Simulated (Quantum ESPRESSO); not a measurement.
**HfMoC2 under changes of volume**

One of the cells (11.421 Å³/atom); the others are scaled copies at fixed shape and fractional positions:

```
Hf Mo C
1.0
     3.19142    0.00000    0.00000
     0.00000    3.19142    0.00000
     0.00000    0.00000    4.48516
Hf Mo C
1 1 2
Direct
  0.00000 0.00000 0.00000
  0.50000 0.50000 0.50000
  0.50000 0.50000 0.00000
  0.00000 0.00000 0.50000
```

The cell comes from a database or a generator and needn't be the stable form of this composition.

| Item | Value |
| --- | --- |
| Program | Quantum ESPRESSO 7.5 |
| Functional | PBEsol |
| Potentials or basis | GBRV 1.5 PBEsol |
| Cutoff | 612 eV |
| Density cutoff | 4898 eV |
| k mesh | 8 × 8 × 6 |
| Occupations | fermi-dirac, width 0.05 eV |
| Spin | no spin polarisation |

```csv
volume (Å³/atom),energy over the lowest point (meV/atom),pressure (GPa)
10.735,9.22,9.6
10.964,0.00,2.7
11.192,0.08,-3.4
11.421,?,?
11.649,24.43,-14.0
11.877,47.09,-18.4
12.106,75.77,-22.4
```

Problem. What does the run at 11.421 Å³/atom give?

Solution. Energy over the lowest point 8.51 meV/atom; pressure -9.0 GPa.

Worked out: A Birch-Murnaghan fit of order 3 (a polynomial in V^(-2/3)) to the other rows has its minimum at 11.07 Å³/atom with B0 = V·E''(V) = 300 GPa and B' = 4.3 at fixed shape and positions, which overstates the stiffness. It gives 8.55 meV/atom at 11.421 Å³/atom, against the run's 8.51, and -dE/dV = -8.7 GPa, against -9.0.

Energies are extrapolated to zero smearing.
